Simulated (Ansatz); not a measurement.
# SiGeN (sextet): from Hartree-Fock to the top rungs, cc-pVTZ

An exercise on one series of results from a longer session: the logs are not shown, and one member is left open.

The runs use Ansatz 0.2.0, Gaussian basis; cc-pVTZ, core rule «outside noble gas», up to 20 orbitals frozen.

The runs, in order: UHF; CCSD(T) on ROHF; CCSD(T) on UHF; BCCD(T) on ROHF; CCSDT(Q) on ROHF; CCSDT(Q) on UHF; CASSCF and NEVPT2, 13 electrons in 12 orbitals.

5 further runs of the same task are left out: 5 set aside as unsound or not needed.

### What is computed

The geometry is a PBE0/def2-TZVP stationary point (not a proven minimum) of the parent state, kept for this charge and spin. No spin-orbit coupling is included. The filled d shell of Ge may be among the frozen orbitals whatever the setting's name suggests; the logs give the count.

3 atoms, charge 0, spin multiplicity 6.

Atoms are counted from 1 here; the program's logs count them from 0.

Bond lengths: Ge1–N2 1.719 Å, N2–Si3 1.644 Å. Angles: Ge1–N2–Si3 180.0°.

The first run:

in.yaml reads:

```yaml
crystal:
  periodic: [false, false, false]
  atoms:
    - {symbol: Ge, position_ang: [0.000000, 0.000000, 1.693800]}
    - {symbol: N, position_ang: [0.000000, 0.000000, -0.024900]}
    - {symbol: Si, position_ang: [0.000000, 0.000000, -1.668900]}
basis:
  gaussian: {orbitals: cc-pVTZ}
magnetization: {spin_polarized: true, initial_magnetization: 5}
hamiltonian: {xc: hf}
output: {orbitals: {seedname: orbitals}}
```

Run with:

```bash
$ ansatz run in.yaml --threads 1 --pin off --events-out ev --progress --plain --max-ram 4096MiB --backend cpu
```

Steps of the session up to this table: UHF; CCSD(T) on ROHF; CCSD(T) on UHF; BCCD(T) on ROHF; CCSDT(Q) on ROHF; CCSDT(Q) on UHF; CASSCF and NEVPT2, 13 electrons in 12 orbitals.

One table of the session follows, with a row left open; its other results are not shown here.

| method | from RCCSDT(Q) (meV) |
| --- | --- |
| UHF | +8862.8 |
| RMP2 | +1463.0 |
| UMP2 | +1623.0 |
| RCCSD | +910.2 |
| UCCSD | ? |
| RCCSD(T) | +220.6 |
| UCCSD(T) | +309.1 |
| BCCD(T) | +260.0 |
| RCCSDT | +128.8 |
| UCCSDT | +111.8 |
| RCCSDT(Q) | 0 |
| UCCSDT(Q) | -15.1 |
| CASSCF valence | +7038.6 |
| NEVPT2 valence | +1998.7 |

**Question.** Estimate the row for UCCSD.

As computed: from RCCSDT(Q) (meV): +710.4. In the column «from RCCSDT(Q) (meV)» it lies between UCCSD(T) (+309.1) and RCCSD (+910.2).

Left out of the table: ROHF (another determinant or state than the rows shown).

To keep in mind: The report flags that the cluster equations may have other roots. The program flags RCCSD(T), BCCD(T), RCCSDT(Q) as in doubt, so the zero of the table is itself unsure. Warnings: coupled cluster took another determinant than the lowest; large T1 diagnostic. Restricted and unrestricted rows rest on different reference determinants; where their highest levels disagree by more than a few hundredths of an eV, they describe different states and don't form one ladder.
